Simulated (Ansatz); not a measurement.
**BrF₂H₂InOSi: one species, many methods**

The task here is to estimate one member of a computed series from the others.

Computed with Ansatz 0.2.0, Gaussian basis. Level: functionals in def2-TZVPP, the program's frozen cores in correlated methods.

Plan: LDA (SPW92), PBE-D4, revPBE-D4, BLYP-D4, r2SCAN-D4, B97M-V, PBE0-D4, B3LYP-D4, r2SCANh-D4, r2SCAN0-D4, HSE06-D4, BHLYP-D4, CAM-B3LYP-D4, LC-ωPBE, ωB97X-V, ωB97M-V, B2PLYP, PBE-QIDH; CCSD(T)/def2-SVP; CCSD(T)/def2-TZVPP; MP2/def2-QZVPP; extrapolation to the limit; RPA on PBE.

## The relaxed structure

An earlier PBE0-D4 in a triple-zeta def2 set relaxation fixed the geometry. In takes the def2 core potential; no spin-orbit term is included.

SMILES `F[Si](F)(Br)[O][InH2]`, 8 atoms, charge 0, spin multiplicity 1.

Atoms are counted from 1 here; the program's logs count them from 0.

Bond lengths: F1–Si2 1.579 Å, Si2–F3 1.581 Å, Si2–Br4 2.206 Å, Si2–O5 1.578 Å, O5–In6 2.018 Å, In6–H7 1.697 Å, In6–H8 1.697 Å. Angles: F1–Si2–F3 106.0°, F1–Si2–Br4 107.1°, F1–Si2–O5 111.7°, F3–Si2–Br4 106.9°, F3–Si2–O5 112.2°, Br4–Si2–O5 112.5°, Si2–O5–In6 142.3°, O5–In6–H7 111.4°, O5–In6–H8 107.5°, H7–In6–H8 141.1°.

The first run:

File in.yaml:

```yaml
crystal:
  periodic: [false, false, false]
  atoms:
    - {symbol: F, position_ang: [-2.680599, -0.206641, -0.051227]}
    - {symbol: Si, position_ang: [-1.188555, -0.720422, -0.003277]}
    - {symbol: F, position_ang: [-1.199348, -2.005812, 0.917192]}
    - {symbol: Br, position_ang: [-0.668260, -1.392173, -2.039417]}
    - {symbol: O, position_ang: [-0.205548, 0.389742, 0.535129]}
    - {symbol: In, position_ang: [1.637426, 1.161105, 0.254373]}
    - {symbol: H, position_ang: [2.556471, 0.200631, -0.800596]}
    - {symbol: H, position_ang: [1.748404, 2.573570, 1.187823]}
basis:
  gaussian: {orbitals: def2-TZVPP}
hamiltonian: {xc: lda}
output: {orbitals: {seedname: orbitals}}
```

Launch:

```console
$ ansatz run in.yaml --threads 2 --pin off --events-out ev --progress --plain --max-ram 32768MiB --backend cpu
```

Steps of the session up to this table: LDA; PBE-D4 (GGA); revPBE-D4 (GGA); BLYP-D4 (GGA); r2SCAN-D4 (meta-GGA); B97M-V (meta-GGA); B3LYP-D4 (hybrid); r2SCANh-D4 (hybrid); r2SCAN0-D4 (hybrid); HSE06-D4 (hybrid); BHLYP-D4 (hybrid); CAM-B3LYP-D4 (range-separated); LC-ωPBE (range-separated); ωB97X-V (range-separated); ωB97M-V (range-separated); B2PLYP (double hybrid); PBE-QIDH (double hybrid).

One table of the session follows, with a row left open; its other results are not shown here.

It belongs to the step «Frontier levels by functional». 

```
  functional  HOMO (eV)  LUMO (eV)  gap (eV)
 LDA (SPW92)      -7.41      -3.19      4.22
      PBE-D4      -7.21      -2.91      4.30
   revPBE-D4      -7.14      -2.78      4.35
     BLYP-D4      -7.04      -2.90      4.15
   r2SCAN-D4      -7.56      -2.61      4.95
      B97M-V      -7.65      -2.91      4.74
     PBE0-D4      -8.58      -2.18      6.40
    B3LYP-D4      -8.30      -2.48      5.82
  r2SCANh-D4      -8.07      -2.36      5.71
  r2SCAN0-D4      -8.82      -1.99      6.83
    HSE06-D4      -8.18      -2.53      5.64
    BHLYP-D4      -9.78      -1.56      8.22
CAM-B3LYP-D4      -9.93      -1.40      8.53
     LC-ωPBE          ?          ?         ?
     ωB97X-V     -10.97      -0.39     10.58
     ωB97M-V     -10.83      -0.68     10.15
```

**Question.** Estimate the row for LC-ωPBE.

**Answer.** HOMO (eV): -11.33; LUMO (eV): -0.24; gap (eV): 11.09. In the column «HOMO (eV)» it is the lowest.
